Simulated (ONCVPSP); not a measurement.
# Pseudopotential generation for As: ONCV, PBE

Task: generate the file, and judge it by its errors in other configurations, its logarithmic derivatives, its ghosts and its cutoff.

Program: ONCVPSP 4.0.1. Reference atom: PBE, scalar-relativistic, spherical and spin-unpolarised. All values are calculated.

**1. The design**

The settings as typed:

- element: arsenic (As, Z = 33)
- type: optimised norm-conserving Vanderbilt (ONCV)
- frozen core: [Ar] 3d10
- valence charge: 5
- reference configuration: 4s1 4p4
- partial waves: 4s: rc 1.55 bohr, ncon 4, nbas 9, qcut 4.5 1/bohr, 2 projectors, debl 0.9 Ha; 4p: rc 2.05 bohr, ncon 4, nbas 7, qcut 4.6 1/bohr, 1 projector; d scattering state at 0.36 Ha: rc 1.65 bohr, ncon 4, nbas 7, qcut 5.5 1/bohr, 2 projectors, debl 1.6 Ha
- local potential: polynomial inside 1.00 bohr (lpopt 5, dvloc0 6 Ha)
- core correction: polynomial model core, fcfact 0.45

**2. Generating the potential**

Input file As.dat:

```
# ATOM AND REFERENCE CONFIGURATION
# atsym  z   nc   nv     iexc    psfile
  As 33.00    6    2        4      upf
#
#   n    l    f
    1    0    2.00
    2    0    2.00
    2    1    6.00
    3    0    2.00
    3    1    6.00
    3    2   10.00
    4    0    1.00
    4    1    4.00
#
# PSEUDOPOTENTIAL AND OPTIMIZATION
# lmax
    2
#
#   l,   rc,      ep,       ncon, nbas, qcut
    0    1.55    0.00    4    9    4.50
    1    2.05    0.00    4    7    4.60
    2    1.65    0.36    4    7    5.50
#
# LOCAL POTENTIAL
# lloc, lpopt,  rc(5),   dvloc0
    4    5    1.00    6.00
#
# VANDERBILT-KLEINMAN-BYLANDER PROJECTORs
# l, nproj, debl
    0    2    0.90
    1    1    0.60
    2    2    1.60
#
# MODEL CORE CHARGE
# icmod, fcfact, rcfact
    1    0.45    0.00
#
# LOG DERIVATIVE ANALYSIS
# epsh1, epsh2, depsh
   -2.00    5.00    0.02
#
# OUTPUT GRID
# rlmax, drl
    6.00    0.01
#
# TEST CONFIGURATIONS
# ncnf
    4
# nvcnf
#   n    l    f
    2
    4    0    2.00
    4    1    3.00
#
    2
    4    0    2.00
    4    1    2.00
#
    2
    4    0    2.00
    4    1    1.00
#
    2
    4    0    1.00
    4    1    0.00
#
```

On the command line:

```sh
$ oncvpsp.x < As.dat > As.out
```

Q: Predict the outcome of this session. Wanted: cutoffs for 1 and 0.1 mHa per electron, occupied waves; bound ghosts; GHOST(+) flags; largest test error; largest phase difference near zero energy, channels read; rms error of d²Exc/dn², without and with the model core.

The runs gave:

| quantity | value |
| --- | --- |
| cutoffs for 1 and 0.1 mHa per electron, occupied waves | 9.8 Ha and 34 Ha |
| bound ghosts | d at -18.95 eV |
| GHOST(+) flags | s at 74 eV |
| largest test error (AE − PS) | -270 meV, for 4s1 4p0 |
| largest phase difference near zero energy, channels read | 0.043 rad |
| rms error of d²Exc/dn², without and with the model core | 6.22 and 0.51 mHa |

In words: It has a bound ghost (d), a state that the atom doesn't have, and that rules the file out. By total energies transferability is fair for so large an energy: the largest error is 270 meV on 96.0 eV, for 4s1 4p0. That test lies far up in energy; among those under 40 eV, nearer to bonding, the largest error is 9.8 meV. By its cutoff, 9.8 Ha for the looser tolerance, it is soft on the atom at that tolerance. The tighter tolerance needs 34 Ha, and converged work needs a cutoff nearer that. At the looser tolerance the 4s wave is the slowest; 4p needs 7 Ha. That counts occupied waves only; other projectors can need more. Near zero energy the largest phase difference among the channels read is 0.04 rad, in the d channel. The program also flags highly localised states, GHOST(+) (s).
